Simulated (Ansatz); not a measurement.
This script for Ansatz 0.2.0, Python API starts 5 runs on CH4GeS, SMILES [CH2]1[S][GeH2]1. What input does the engine get in each?

`relaxed_scan_ch4ges.py`:
```python
"""One bond of CH4GeS held at set lengths while the rest relaxes."""

import ansatz as az
import numpy as np

GEOMETRY = """
C    -0.71910   -0.28150   -0.51120
S    -0.48770   -1.47870    0.71830
Ge    0.74320    0.40970    0.37860
H    -0.48690   -0.58250   -1.55660
H    -1.67890    0.35880   -0.35810
H     0.51920    1.45590    1.51890
H     2.17140    0.05020   -0.23560
"""

molecule = az.Crystal.molecule()
for line in GEOMETRY.strip().splitlines():
    symbol, *xyz = line.split()
    molecule = molecule.atom(symbol, [float(v) for v in xyz])

calc = molecule.calculation().basis(gaussian="def2-SVP").functional("b3lyp")
symbols = [site.symbol for site in molecule.cartesian_sites]
pairs = [(0, 1), (0, 2), (0, 3), (0, 4), (1, 2), (2, 5)]
print("held (A)   E (eV)        ", "  ".join(f"{symbols[i]}{i}-{symbols[j]}{j}" for i, j in pairs))
for length in [2.1, 2.28, 2.46, 2.74, 3.08]:
    data = calc.relax(constraints=[az.DistanceConstraint((1, 2), at=length)], force_tolerance=0.02, max_steps=60).run(threads=1, pin="off").report
    xyz = np.array(data["positions_ang"])
    print(f"{length:6.2f} {data['free_energy_ev']:14.5f}  ", "  ".join(f"{np.linalg.norm(xyz[i] - xyz[j]):.3f}" for i, j in pairs))
```

Run 1:
```yaml
crystal:
  periodic: [false, false, false]
  atoms:
    - { symbol: C, position_ang: [-0.7191, -0.2815, -0.5112] }
    - { symbol: S, position_ang: [-0.4877, -1.4787, 0.7183] }
    - { symbol: Ge, position_ang: [0.7432, 0.4097, 0.3786] }
    - { symbol: H, position_ang: [-0.4869, -0.5825, -1.5566] }
    - { symbol: H, position_ang: [-1.6789, 0.3588, -0.3581] }
    - { symbol: H, position_ang: [0.5192, 1.4559, 1.5189] }
    - { symbol: H, position_ang: [2.1714, 0.0502, -0.2356] }
basis:
  gaussian:
    orbitals: def2-SVP
hamiltonian:
  xc: b3lyp
relax:
  f_tol: 0.02
  max_steps: 60
  constraints:
    - { distance: [1, 2], at: 2.1 }
```

Run 2, against run 1:
```diff
-    - { distance: [1, 2], at: 2.1 }
+    - { distance: [1, 2], at: 2.28 }
```

Run 3, against run 1:
```diff
-    - { distance: [1, 2], at: 2.1 }
+    - { distance: [1, 2], at: 2.46 }
```

Run 4, against run 1:
```diff
-    - { distance: [1, 2], at: 2.1 }
+    - { distance: [1, 2], at: 2.74 }
```

Run 5, against run 1:
```diff
-    - { distance: [1, 2], at: 2.1 }
+    - { distance: [1, 2], at: 3.08 }
```

Output of `python relaxed_scan_ch4ges.py`:
```text
held (A)   E (eV)         C0-S1  C0-Ge2  C0-H3  C0-H4  S1-Ge2  Ge2-H5
DeckWarning: relax.constraints: the input's atoms, or those drawn, lie off the distances that are held; a relaxation that starts there is brought onto them ahead of its first SCF, by positions alone, [...]
  2.10   -68445.51535   1.874  1.936  1.095  1.095  2.100  1.534
  2.28   -68445.61694   1.876  1.942  1.096  1.096  2.280  1.531
  2.46   -68445.37545   1.870  1.952  1.098  1.098  2.460  1.529
  2.74   -68444.85953   1.793  2.026  1.099  1.099  2.740  1.541
  3.08   -68444.34493   1.735  2.210  1.099  1.099  3.080  1.567
```
(Warnings from the package without file and line, shortened, repeats left out.)

Caveats:
- Total energies depend on the basis set; only differences at equal settings carry meaning.
- The energies are electronic: no zero-point or thermal terms, and the basis set is short of its limit.
- b3lyp holds the VWN-RPA fit, as in Gaussian; the form of ORCA and Turbomole is b3lyp5.
- The whole script took 2 min on 1 thread of Arm Neoverse V2, with other jobs on the host, peak memory 0.25 GiB.

(Lines on the test bed's own set-up are left out of the output.)
